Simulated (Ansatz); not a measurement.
# Hf3AlN4: the cost of one run

Program: Ansatz 0.2.0. Level of theory: DFT PBE, scalar-relativistic, plane waves, PAW. These are calculated values, not measurements.

### Step 1. The structure to begin with

It takes space group Cmmm (No. 65, orthorhombic). The conventional cell has a = 6.891 Å, b = 9.745 Å, c = 3.445 Å, α = 90.00°, β = 90.00°, γ = 90.00°. Around Hf (site symmetry mmm) lie 6 N at 2.44 Å. Hf (site symmetry 2/m) is surrounded by 6 N at 2.44 Å. Al (site symmetry mmm) is surrounded by 6 N at 2.44 Å. N (site symmetry m2m) is surrounded by 5 Hf at 2.44 Å and 1 Al at 2.44 Å. N (site symmetry 2mm) is surrounded by 4 Hf at 2.44 Å and 2 Al at 2.44 Å.

Coordinates:

```
Hf Al N
1.0
     3.44534   -4.87244    0.00000
     3.44534    4.87244    0.00000
     0.00000    0.00000    3.44534
Hf Al N
3 1 4
Direct
  0.00000 0.00000 0.00000
  0.00000 0.50000 0.50000
  0.50000 0.00000 0.50000
  0.50000 0.50000 0.00000
  0.75000 0.25000 0.00000
  0.75000 0.75000 0.50000
  0.25000 0.25000 0.50000
  0.25000 0.75000 0.00000
```

The start is an ordering of an alloy on its end members' structure types: elements ordered on the sites of the HfN type, Hf/Al on Hf (Cmmm, No. 65).

### Step 2. The guess as it stands, on a coarse mesh

File input.yaml:

```yaml
crystal:
  lattice:
    - [3.4453365, -4.87244161, 0.0]
    - [3.4453365, 4.87244161, 0.0]
    - [0.0, 0.0, 3.4453365]
  atoms:
    - { symbol: Hf, position: [0.0, 0.0, 0.0] }
    - { symbol: Hf, position: [0.0, 0.5, 0.5] }
    - { symbol: Hf, position: [0.5, 0.0, 0.5] }
    - { symbol: Al, position: [0.5, 0.5, 0.0] }
    - { symbol: "N", position: [0.75, 0.25, 0.0] }
    - { symbol: "N", position: [0.75, 0.75, 0.5] }
    - { symbol: "N", position: [0.25, 0.25, 0.5] }
    - { symbol: "N", position: [0.25, 0.75, 0.0] }
basis:
  ecutwfc: 420
kpoints:
  mp_grid: { grid: [4, 4, 6] }
hamiltonian:
  xc: pbe
scf:
  occupations: { method: gaussian, width: 0.1 }
  lower_state_search: "off"
output:
  forces: true
  stress: true
  eigenvalues: true
```

The run is started by

```
$ ansatz run input.yaml --threads 1 --pin off --max-ram 2560MiB --backend cpu --events-out ev --progress --plain --runs-dir out
```

**Question.** How long does this run take on 1 thread of Intel Xeon Platinum 8259CL at 2.50GHz (Skylake/Cascade Lake), shared host, and how much memory does it need?

About 17 s, with a peak of 0.52 GiB.
